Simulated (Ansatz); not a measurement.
A run of Ansatz 0.2.0:

File input.yaml:

```yaml
crystal:
  lattice:
    - [3.60358, 0.0, 0.0]
    - [-1.80179, 3.12079, 0.0]
    - [0.0, 0.0, 19.06651]
  atoms:
    - { symbol: Cs, position: [0.0, 0.0, 0.37399] }
    - { symbol: Li, position: [0.66667, 0.33333, 0.01607] }
    - { symbol: Cr, position: [0.0, 0.0, 0.86637], spin: 3.0, spin_axis: [3.0, 0.0, 0.0] }
    - { symbol: Cr, position: [0.33333, 0.66667, 0.16833], spin: 3.0, spin_axis: [3.0, 0.0, 0.0] }
    - { symbol: Te, position: [0.33333, 0.66667, 0.53891] }
    - { symbol: Te, position: [0.66667, 0.33333, 0.77276] }
    - { symbol: S, position: [0.0, 0.0, 0.1003] }
    - { symbol: S, position: [0.33333, 0.66667, 0.9292] }
    - { symbol: S, position: [0.66667, 0.33333, 0.23408] }
hamiltonian:
  xc: pbe
  pseudopotentials: { kind: paw_fr }
magnetization:
  noncollinear: true
  spin_orbit: true
kpoints:
  mp_grid: { grid: [6, 6, 1] }
  band_path:
    path:
      - [[0.0, 0.0, 0.0], [0.5, 0.0, 0.0], [0.3333333333, 0.3333333333, 0.0], [0.0, 0.0, 0.0], [0.0, 0.0, 0.5], [0.5, 0.0, 0.5], [0.3333333333, 0.3333333333, 0.5], [0.0, 0.0, 0.5]]
      - [[0.5, 0.0, 0.5], [0.5, 0.0, 0.0]]
      - [[0.3333333333, 0.3333333333, 0.0], [0.3333333333, 0.3333333333, 0.5]]
    npoints: 10
scf:
  occupations: { method: fermi_dirac, width: 0.05 }
  n_extra_bands: 22
output:
  forces: true
  stress: true
  eigenvalues: true
  fatbands: true
  write_density: true
  write_potential: true
  elf: true
  volumetric_format: npy
```

Potentials or basis: Ansatz PAW.

The run is started by

```console
$ ansatz run input.yaml --threads 8 --pin off --max-ram 20480MiB --backend cpu --events-out ev --progress --plain --runs-dir out
```

Hardware: 8 threads of Arm Neoverse V1, with other jobs on the host.

How long does it take, and how much memory?

It took 6 min on 8 threads of Arm Neoverse V1, on a shared host, peak memory 4.7 GiB. Counts: scf iterations 37, plane waves 4167, k points 21, bands 112.
